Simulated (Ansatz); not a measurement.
# Co (hcp type): the cost of one run

Computed with Ansatz 0.2.0 (DFT, PBE, PAW with Ansatz's default frozen-core files, scalar-relativistic, unless a step's input says otherwise).

## 1. The system as given

It takes space group P6_3/mmc (No. 194, hexagonal). Conventional cell: a = 2.491 Å, b = 2.491 Å, c = 4.036 Å, α = 90.00°, β = 90.00°, γ = 120.00°. Co (site symmetry -6m2) has 12 Co at 2.48 to 2.49 Å as nearest neighbours.

As a file:

```xyz
2
Lattice="2.4911 0.0000 0.0000 -1.2456 2.1574 0.0000 0.0000 0.0000 4.0356" Properties=species:S:1:pos:R:3 pbc="T T T"
Co    0.0000    1.4382    1.0089
Co    1.2456    0.7191    3.0267
```

Atoms are numbered in the order of the input: Co1, Co2.

## 2. Cell relaxed at zero pressure, PAW

Contents of input.yaml:

```yaml
crystal:
  lattice:
    - [2.4911007134, 0.0, 0.0]
    - [-1.2455503567, 2.1573565012, 0.0]
    - [0.0, 0.0, 4.0355831558]
  atoms:
    - { symbol: Co, position: [0.3333333333, 0.6666666667, 0.25], spin: 1.7 }
    - { symbol: Co, position: [0.6666666667, 0.3333333333, 0.75], spin: 1.7 }
magnetization:
  spin_polarized: true
kpoints:
  mp_grid: { grid: [21, 21, 11] }
scf:
  occupations: { method: fermi_dirac, width: 0.08 }
hamiltonian:
  xc: pbe
  pseudopotentials: { kind: paw }
output:
  forces: true
  stress: true
  write_density: true
  write_potential: true
  elf: true
  volumetric_format: npy
relax:
  f_tol: 0.005
  max_steps: 40
  cell: {}
```

The run is started by

```sh
$ ansatz run input.yaml --threads 2 --pin off --max-ram 7168MiB --backend cpu --events-out ev --progress --plain --runs-dir out
```

What time and memory should one allow on 2 threads of Arm Neoverse V1, shared host?

About 37 s, with a peak of 0.5 GiB.
